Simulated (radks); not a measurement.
**Sb in [Kr] 4d8 5s2 5p3 5d2: an all-electron calculation**

What are the levels of neutral antimony, how large are its shells, and how does its energy divide?

The numbers are computed with radks (a radial shooting solver on a logarithmic mesh, Libxc functionals) version 1 (scalar-relativistic Kohn-Sham, PBEsol, spin-unpolarised, spherical densities, finite nucleus), except any that are marked as measured or tabulated.

## Step 1: What is computed

```
element            : antimony (Z = 51)
charge             : 0
electrons          : 51
configuration      : [Kr] 4d8 5s2 5p3 5d2
nuclear rms radius : 4.6802 fm
```

The outer shells:

Sb
```
[Kr] core
4d [↑↓][↑↓][↑↓][↑ ][↑ ]
5s [↑↓]
5p [↑ ][↑ ][↑ ]
5d [↑ ][↑ ][  ][  ][  ]
```

## Step 2: The calculation

Input:

```text
Z 51
configuration [Kr] 4d8 5s2 5p3 5d2
relativity scalar-relativistic
functional pbe_sol,pbe_sol
spin unpolarised
nucleus finite rms 4.6802 fm
c 137.035999084
```

The run is started by

```bash
python run_ks.py task.json out
```

This one command runs every case of the session in turn.

Q: Predict the outcome of this run.

As calculated:

| quantity | value |
| --- | --- |
| total energy | -6475.28042 hartree |
| exchange-correlation share of it | 2.57 % |
| −T/E | 1.0458 |
| highest occupied level | 5d, -1.089 eV |
| most extended occupied level | 5d, <r> = 4.93 bohr |
| radius at density 0.001 e/bohr³ | 5.21 bohr |
| maxima of the radial density | 4 |

What this shows: 5 principal shells are occupied and 4 maxima appear in the radial density; where shells overlap, one shows as a shoulder or not at all. Relativity lifts −T/E to 1.046. This is not the tabulated ground configuration, so its levels and sizes aren't those of the ground state, and no measured value stands beside it.
